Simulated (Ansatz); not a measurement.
# C₂H₇NOSi: basis-set convergence

Aim: see how fast density functionals converge with the basis set for C₂H₇NOSi.

The runs use Ansatz 0.2.0, Gaussian basis; one geometry, several basis sets.

Plan: PBE0-D4/def2-SVP; ωB97M-V/def2-SVP; PBE0-D4/def2-QZVPP; ωB97M-V/def2-QZVPP; the functionals' def2-TZVPP values are taken from earlier runs.

### 1 The relaxed structure

All runs share one geometry, relaxed beforehand with PBE0-D4 in a triple-zeta def2 set.

12 atoms, charge 0, spin multiplicity 1.

Atoms are counted from 1 here; the program's logs count them from 0.

Bond lengths: N1–C2 1.409 Å, N1–H6 1.012 Å, N1–H7 1.013 Å, C2–Si3 1.884 Å, C2–C4 1.461 Å, C2–O5 1.456 Å, Si3–H8 1.484 Å, Si3–H9 1.485 Å, Si3–H10 1.488 Å, C4–O5 1.415 Å, C4–H11 1.090 Å, C4–H12 1.089 Å. Angles: C2–N1–H6 112.1°, C2–N1–H7 112.7°, H6–N1–H7 108.9°, N1–C2–Si3 115.3°, N1–C2–C4 119.4°, N1–C2–O5 118.6°, Si3–C2–C4 119.4°, Si3–C2–O5 113.8°, C4–C2–O5 58.0°, C2–Si3–H8 108.5°, C2–Si3–H9 110.4°, C2–Si3–H10 109.1°, H8–Si3–H9 110.0°, H8–Si3–H10 110.0°, H9–Si3–H10 108.9°, C2–C4–O5 60.8°, C2–C4–H11 118.1°, C2–C4–H12 121.1° and more.

### 2 PBE0-D4 in def2-SVP

in.yaml

```yaml
crystal:
  periodic: [false, false, false]
  atoms:
    - {symbol: N, position_ang: [-1.005271, 1.202410, 0.281452]}
    - {symbol: C, position_ang: [-0.274903, 0.043488, -0.050278]}
    - {symbol: Si, position_ang: [1.593161, 0.270403, -0.147842]}
    - {symbol: C, position_ang: [-0.821581, -1.268713, 0.285728]}
    - {symbol: O, position_ang: [-0.811755, -0.850458, -1.066017]}
    - {symbol: H, position_ang: [-0.871188, 1.942453, -0.395048]}
    - {symbol: H, position_ang: [-1.997061, 1.023520, 0.379669]}
    - {symbol: H, position_ang: [2.201102, -1.011909, -0.580341]}
    - {symbol: H, position_ang: [2.135176, 0.668773, 1.176281]}
    - {symbol: H, position_ang: [1.901639, 1.338891, -1.136243]}
    - {symbol: H, position_ang: [-1.804707, -1.310637, 0.754012]}
    - {symbol: H, position_ang: [-0.167612, -2.103420, 0.532628]}
basis:
  gaussian: {orbitals: def2-SVP}
hamiltonian: {xc: pbe0, dispersion: d4}
output: {orbitals: {seedname: orbitals}}
```

The run is started by

```console
ansatz run in.yaml --threads 4 --pin off --events-out ev --progress --plain --max-ram 10444MiB
```

The runs that follow: ωB97M-V in def2-SVP; PBE0-D4 in def2-QZVPP; ωB97M-V in def2-QZVPP.

Q: Predict the results of all the runs planned. Wanted: PBE0-D4: double and triple zeta above quadruple; ωB97M-V: double and triple zeta above quadruple.

As calculated:

```
                                       quantity           value
PBE0-D4: double and triple zeta above quadruple   9.94, 0.59 eV
ωB97M-V: double and triple zeta above quadruple  10.17, 0.56 eV
```

In words: For PBE0-D4 the step from double to triple zeta gains 9.34 eV and the next only 0.59 eV. These are total energies; as a rule much of such shifts cancels in differences, which this series doesn't test. The LUMO of ωB97M-V is positive and keeps falling with the basis (2.90 to 1.64 eV): an unbound level that the basis holds in place.
